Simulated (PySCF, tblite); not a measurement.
# Cu3F3: changes of charge

Aim: compute the changes of charge of Cu3F3.

Programs: tblite 0.8.0 and PySCF 2.14.0, with routines of our own; each step states its level. All values are computed. Atoms count from 0.

### 1 The starting structure

6 atoms, charge 0, multiplicity 1; geometry from: start built from the parent or by distance geometry.

### 2 Optimising the geometry with GFN2-xTB

Job settings and geometry (Å):

```
{"job": {"kind": "relax", "xc": "GFN2-xTB", "basis": "xTB"}, "charge": 0, "multiplicity": 1}
Cu    -0.387800    -1.258600    -0.723600
F     -0.398900    -1.766700     1.076000
Cu     0.146100    -0.008300     1.491000
F      0.569500     1.788200     0.998300
Cu     0.270000     1.245500    -0.760200
F     -0.192700     0.003800    -2.124600
```

The run is started by

```bash
OMP_NUM_THREADS=1 python redox_run.py task.json out
```

The driver reads the jobs from task.json and runs them one after another.

The program printed:

```text
step      E/eV     max force
  0    -708.73030    0.232
  1    -708.73234    0.167
  2    -708.73453    0.038
  3    -708.73461    0.036
  4    -708.73510    0.045
  5    -708.73519    0.043
  6    -708.73537    0.035
  7    -708.73546    0.031
  8    -708.73551    0.019
  9    -708.73553    0.012
 10    -708.73554    0.013
 11    -708.73556    0.017
 12    -708.73558    0.016
 13    -708.73559    0.014
 14    -708.73560    0.012
 15    -708.73561    0.007
```

Run time: 0.08 s. Hardware: 1 thread of Arm Neoverse V1, shared host.

Relaxation path:

| step | energy from step 0 (eV) | largest force (eV/Å) |
| --- | --- | --- |
| 0 | 0.0000 | 0.2320 |
| 1 | -0.0020 | 0.1667 |
| 2 | -0.0042 | 0.0378 |
| 3 | -0.0043 | 0.0360 |
| 4 | -0.0048 | 0.0454 |
| 5 | -0.0049 | 0.0435 |
| 6 | -0.0051 | 0.0349 |
| 7 | -0.0052 | 0.0313 |
| 8 | -0.0052 | 0.0188 |
| 9 | -0.0052 | 0.0121 |
| 10 | -0.0052 | 0.0130 |
| 11 | -0.0053 | 0.0173 |
| 12 | -0.0053 | 0.0158 |
| 13 | -0.0053 | 0.0136 |
| 14 | -0.0053 | 0.0117 |
| 15 | -0.0053 | 0.0072 |

Distances of close pairs at the start and the end, largest changes first:

| bond | before (Å) | after (Å) | change (Å) |
| --- | --- | --- | --- |
| F3–Cu4 | 1.865 | 1.888 | +0.024 |
| Cu2–F3 | 1.910 | 1.889 | -0.021 |
| Cu0–F1 | 1.870 | 1.889 | +0.019 |
| Cu4–F5 | 1.902 | 1.889 | -0.013 |
| Cu2–Cu4 | 2.580 | 2.588 | +0.008 |
| Cu0–Cu2 | 2.599 | 2.591 | -0.008 |
| Cu0–F5 | 1.896 | 1.890 | -0.006 |
| F1–Cu2 | 1.887 | 1.890 | +0.003 |

The end geometry stands in the next job.

### 3 Infrared spectrum with GFN2-xTB

Job settings and geometry (Å):

```
{"job": {"kind": "ir", "xc": "GFN2-xTB", "basis": "xTB"}, "charge": 0, "multiplicity": 1}
Cu    -0.401406    -1.248163    -0.724139
F     -0.382603    -1.776034     1.089512
Cu     0.132589    -0.000884     1.482724
F      0.573248     1.774558     1.010208
Cu     0.269320     1.250410    -0.778418
F     -0.184903     0.004093    -2.123027
```

The program printed:

```text
mode    cm-1     km/mol
  1      76.9     14.79
  2      77.1     14.88
  3      94.3      0.00
  4      94.5      0.00
  5     104.6      0.00
  6     138.0     41.72
  7     205.9     21.65
  8     206.2     21.71
  9     335.9      0.00
 10     379.0      0.00
 11     414.3    131.86
 12     415.0    132.30
ZPE 15.203  H(298)-E 43.080  G(298)-E -76.354 kJ/mol  S 400.58 J/(mol K)
```

Wall time 0.18 s (1 thread of Arm Neoverse V1, shared host).

Which atoms move in the most intense modes:

| cm⁻¹ | km/mol | atoms |
| --- | --- | --- |
| 77 | 14.8 | Cu4 39 %, Cu2 26 %, Cu0 20 % |
| 77 | 14.9 | Cu0 37 %, Cu2 31 %, Cu4 16 % |
| 138 | 41.7 | F5 26 %, F3 26 %, F1 25 % |
| 206 | 21.6 | F5 49 %, F3 30 %, F1 14 % |
| 206 | 21.7 | F1 48 %, F3 32 %, F5 14 % |
| 414 | 131.9 | F1 43 %, Cu2 16 %, Cu0 15 %, F3 14 % |
| 415 | 132.3 | F5 33 %, F3 32 %, Cu4 21 % |

### 4 Geometry optimisation at PBE0-D3(BJ)/ma-def2-SVP

Settings changed since step 3:

```diff
@@ -1,2 +1,2 @@
-{"job": {"kind": "ir", "xc": "GFN2-xTB", "basis": "xTB"}, "charge": 0, "multiplicity": 1}
+{"job": {"xc": "PBE0", "basis": "ma-def2-SVP", "d3": "d3bj", "grid": 1, "kind": "geom"}, "charge": 0, "multiplicity": 1}
 Cu    -0.401406    -1.248163    -0.724139
```

The program printed:

```text
step   0  E = -5219.34571853  max force = 0.008171
step   1  E = -5219.34573975  max force = 0.008600
step   2  E = -5219.34691093  max force = 0.002333
step   3  E = -5219.34692885  max force = 0.001517
step   4  E = -5219.34696567  max force = 0.000440
step   5  E = -5219.34698125  max force = 0.000661
step   6  E = -5219.34702575  max force = 0.000890
step   7  E = -5219.34701403  max force = 0.001095
step   8  E = -5219.34703551  max force = 0.000422
optimisation converged
```

Run time: 2.5 min. Hardware: 1 thread of Arm Neoverse V1, shared host; peak memory 0.68 GiB.

Step by step:

| step | energy from step 0 (eV) | largest force component (eV/Å) |
| --- | --- | --- |
| 0 | 0.0000 | 0.4202 |
| 1 | -0.0006 | 0.4422 |
| 2 | -0.0324 | 0.1200 |
| 3 | -0.0329 | 0.0780 |
| 4 | -0.0339 | 0.0226 |
| 5 | -0.0344 | 0.0340 |
| 6 | -0.0356 | 0.0458 |
| 7 | -0.0353 | 0.0563 |
| 8 | -0.0358 | 0.0217 |

Close pairs (by a distance rule), those that changed most:

| bond | before (Å) | after (Å) | change (Å) |
| --- | --- | --- | --- |
| Cu0–Cu2 | 2.591 | 2.520 | -0.071 |
| Cu2–Cu4 | 2.588 | 2.519 | -0.069 |
| Cu0–Cu4 | 2.588 | 2.520 | -0.068 |
| F3–Cu4 | 1.888 | 1.908 | +0.019 |
| Cu2–F3 | 1.889 | 1.908 | +0.019 |
| Cu0–F1 | 1.889 | 1.907 | +0.018 |
| Cu4–F5 | 1.889 | 1.907 | +0.018 |
| F1–Cu2 | 1.890 | 1.908 | +0.018 |

The end geometry stands in the next job.

| at the end point | value |
| --- | --- |
| point group (found at 0.08 Å tolerance) | D3h |
| rotational constants (GHz, main isotopes) | 1.520, 1.519, 0.760 |
| dipole moment (D) | 0.00 |

### 5 Single point (Cu₃F₃): BP86-D3(BJ)/ma-def2-SVP

Geometry: PBE0-D3(BJ)/ma-def2-SVP.

Job settings and geometry (Å):

```
{"job": {"kind": "sp", "xc": "BP86", "basis": "ma-def2-SVP", "d3": "d3bj", "grid": 2}, "charge": 0, "multiplicity": 1}
Cu    -0.358331    -1.303118    -0.543498
F     -0.429495    -1.638066     1.332763
Cu     0.085205     0.196034     1.432423
F      0.565361     1.927573     0.789853
Cu     0.275457     1.108157    -0.908319
F     -0.133266    -0.287811    -2.141495
```

The program printed:

```text
coarse grid: 38224 points
cycle   1  E = -5210.9565541759  dE =  9.140e+00  |g| = 7.964e+00  |ddm| = 1.292e+01
cycle   2  E = -5192.2218712633  dE =  1.873e+01  |g| = 9.989e+00  |ddm| = 3.206e+01
cycle   3  E = -5216.7875299725  dE = -2.457e+01  |g| = 4.886e+00  |ddm| = 3.004e+01
cycle   4  E = -5220.9574764238  dE = -4.170e+00  |g| = 1.143e+00  |ddm| = 4.729e+00
cycle   5  E = -5221.0784613720  dE = -1.210e-01  |g| = 5.654e-01  |ddm| = 9.409e-01
cycle   6  E = -5221.1042886781  dE = -2.583e-02  |g| = 4.255e-01  |ddm| = 7.682e-01
cycle   7  E = -5221.1216105043  dE = -1.732e-02  |g| = 2.846e-01  |ddm| = 6.287e-01
cycle   8  E = -5221.1328472388  dE = -1.124e-02  |g| = 8.811e-02  |ddm| = 3.354e-01
cycle   9  E = -5221.1339811975  dE = -1.134e-03  |g| = 2.416e-02  |ddm| = 9.679e-02
cycle  10  E = -5221.1340524513  dE = -7.125e-05  |g| = 1.528e-02  |ddm| = 3.910e-02
cycle  11  E = -5221.1340715948  dE = -1.914e-05  |g| = 1.142e-02  |ddm| = 2.633e-02
cycle  12  E = -5221.1340905084  dE = -1.891e-05  |g| = 2.071e-03  |ddm| = 1.101e-02
cycle  13  E = -5221.1340910118  dE = -5.034e-07  |g| = 1.251e-03  |ddm| = 2.094e-03
final grid: 73928 points
cycle  14  E = -5221.1339041810  dE =  2.681e-06  |g| = 4.653e-03  |ddm| = 5.779e-03
cycle  15  E = -5221.1338472182  dE =  5.696e-05  |g| = 1.980e-02  |ddm| = 2.374e-02
cycle  16  E = -5221.1339063037  dE = -5.909e-05  |g| = 2.688e-03  |ddm| = 2.079e-02
cycle  17  E = -5221.1339075674  dE = -1.264e-06  |g| = 1.486e-04  |ddm| = 2.600e-03
cycle  18  E = -5221.1339075704  dE = -2.998e-09  |g| = 6.033e-05  |ddm| = 1.716e-04
converged SCF energy = -5221.1339075704
```

Run time: 27 s. Hardware: 1 thread of Arm Neoverse V1, shared host.

### 6 Single point (Cu₃F₃− (doublet)): BP86-D3(BJ)/ma-def2-SVP

Geometry: PBE0-D3(BJ)/ma-def2-SVP, that of another charge or spin state.

Job settings and geometry (Å):

```
{"job": {"kind": "sp", "xc": "BP86", "basis": "ma-def2-SVP", "d3": "d3bj", "grid": 2}, "charge": -1, "multiplicity": 2}
Cu    -0.358331    -1.303118    -0.543498
F     -0.429495    -1.638066     1.332763
Cu     0.085205     0.196034     1.432423
F      0.565361     1.927573     0.789853
Cu     0.275457     1.108157    -0.908319
F     -0.133266    -0.287811    -2.141495
```

The program printed:

```text
final grid: 73928 points
cycle   1  E = -5219.7090154218  dE =  1.423e+00  |g| = 2.057e+00  |ddm| = 6.969e+00
cycle   2  E = -5217.1519179456  dE =  2.557e+00  |g| = 3.206e+00  |ddm| = 8.498e+00
cycle   3  E = -5221.0460527440  dE = -3.894e+00  |g| = 4.249e-01  |ddm| = 3.056e+00
cycle   4  E = -5220.9993602236  dE =  4.669e-02  |g| = 6.613e-01  |ddm| = 1.867e+00
cycle   5  E = -5221.1454650615  dE = -1.461e-01  |g| = 2.308e-01  |ddm| = 5.007e-01
cycle   6  E = -5221.1645842968  dE = -1.912e-02  |g| = 1.081e-01  |ddm| = 3.688e-01
cycle   7  E = -5221.1652091500  dE = -6.249e-04  |g| = 1.004e-01  |ddm| = 2.208e-01
cycle   8  E = -5221.1684198687  dE = -3.211e-03  |g| = 3.014e-02  |ddm| = 1.474e-01
cycle   9  E = -5221.1687505328  dE = -3.307e-04  |g| = 9.361e-03  |ddm| = 7.191e-02
cycle  10  E = -5221.1687714432  dE = -2.091e-05  |g| = 5.016e-03  |ddm| = 1.934e-02
cycle  11  E = -5221.1687755434  dE = -4.100e-06  |g| = 3.432e-03  |ddm| = 1.300e-02
cycle  12  E = -5221.1687806128  dE = -5.069e-06  |g| = 3.285e-04  |ddm| = 4.823e-03
cycle  13  E = -5221.1687804772  dE =  1.356e-07  |g| = 5.759e-04  |ddm| = 2.836e-03
cycle  14  E = -5221.1687806909  dE = -2.137e-07  |g| = 2.764e-05  |ddm| = 1.802e-03
cycle  15  E = -5221.1687806917  dE = -7.958e-10  |g| = 2.505e-05  |ddm| = 2.023e-04
converged SCF energy = -5221.1687806917
```

It took 2.8 min on 1 thread of Arm Neoverse V1, shared host; peak memory 0.71 GiB.

### 7 Relaxing the molecule with GFN2-xTB

This step treats Cu3F3− (doublet).

Job settings and geometry (Å):

```
{"job": {"kind": "relax", "xc": "GFN2-xTB", "basis": "xTB"}, "charge": -1, "multiplicity": 2}
Cu    -0.342100    -1.309200    -0.548800
F     -0.440200    -1.629400     1.309700
Cu     0.102700     0.188400     1.435600
F      0.562900     1.942200     0.769300
Cu     0.272200     1.104300    -0.897000
F     -0.144300    -0.289500    -2.150300
```

The program printed:

```text
step      E/eV     max force
  0    -710.05748    3.956
  1    -710.67902    3.438
  2    -712.08343    1.243
  3    -712.41225    0.860
  4    -712.46543    0.729
  5    -712.49770    0.582
  6    -712.53564    0.603
  7    -712.59727    1.103
  8    -712.73772    3.010
  9    -712.83202    5.390
 10    -713.20554    3.790
 11    -714.36815    1.523
 12    -715.07117    2.559
 13    -715.64911    1.695
 14    -716.02041    1.692
 15    -716.17914    1.738
 16    -716.26590    1.324
 17    -716.36327    0.359
 18    -716.38148    0.305
 19    -716.39001    0.224
 20    -716.39402    0.241
 21    -716.40207    0.221
 22    -716.40593    0.210
 23    -716.40962    0.149
 24    -716.41115    0.076
 25    -716.41196    0.095
 26    -716.41264    0.127
 27    -716.41366    0.144
 28    -716.41478    0.116
 29    -716.41559    0.069
 30    -716.41607    0.083
 31    -716.41660    0.086
 32    -716.41761    0.145
 33    -716.41934    0.190
 34    -716.42129    0.165
 35    -716.42237    0.086
 36    -716.42278    0.041
 37    -716.42291    0.041
 38    -716.42300    0.042
 39    -716.42317    0.050
 40    -716.42338    0.062
 41    -716.42361    0.053
 42    -716.42378    0.029
 43    -716.42387    0.021
 44    -716.42394    0.029
 45    -716.42402    0.037
 46    -716.42418    0.046
 47    -716.42455    0.055
 48    -716.42526    0.080
 49    -716.42632    0.088
 50    -716.42731    0.052
 51    -716.42770    0.010
 52    -716.42773    0.008
```

It took 0.36 s on 1 thread of Arm Neoverse V1, shared host.

Along the way: (not every step is listed)

| step | energy from step 0 (eV) | largest force (eV/Å) |
| --- | --- | --- |
| 0 | 0.0000 | 3.9557 |
| 1 | -0.6215 | 3.4378 |
| 2 | -2.0259 | 1.2426 |
| 3 | -2.3548 | 0.8598 |
| 4 | -2.4079 | 0.7290 |
| 5 | -2.4402 | 0.5817 |
| 6 | -2.4782 | 0.6027 |
| 7 | -2.5398 | 1.1034 |
| 8 | -2.6802 | 3.0098 |
| 11 | -4.3107 | 1.5232 |
| 14 | -5.9629 | 1.6918 |
| 17 | -6.3058 | 0.3587 |
| 20 | -6.3365 | 0.2411 |
| 23 | -6.3521 | 0.1489 |
| 26 | -6.3552 | 0.1272 |
| 29 | -6.3581 | 0.0689 |
| 32 | -6.3601 | 0.1451 |
| 35 | -6.3649 | 0.0863 |
| 38 | -6.3655 | 0.0424 |
| 41 | -6.3661 | 0.0534 |
| 44 | -6.3665 | 0.0286 |
| 47 | -6.3671 | 0.0552 |
| 48 | -6.3678 | 0.0799 |
| 49 | -6.3688 | 0.0875 |
| 50 | -6.3698 | 0.0516 |
| 51 | -6.3702 | 0.0100 |
| 52 | -6.3702 | 0.0081 |

Distances of close pairs at the start and the end, largest changes first:

| bond | before (Å) | after (Å) | change (Å) |
| --- | --- | --- | --- |
| Cu0–F1 | 1.888 | 4.231 | +2.343 |
| Cu4–F5 | 1.920 | 4.232 | +2.312 |
| Cu2–F3 | 1.932 | 4.235 | +2.303 |
| Cu0–F5 | 1.909 | 1.779 | -0.130 |
| F1–Cu2 | 1.901 | 1.780 | -0.122 |
| F3–Cu4 | 1.888 | 1.780 | -0.108 |
| Cu2–Cu4 | 2.512 | 2.599 | +0.088 |
| Cu0–Cu4 | 2.515 | 2.597 | +0.082 |

The final coordinates are the input of the step that follows.

[end of part 1 of 2]
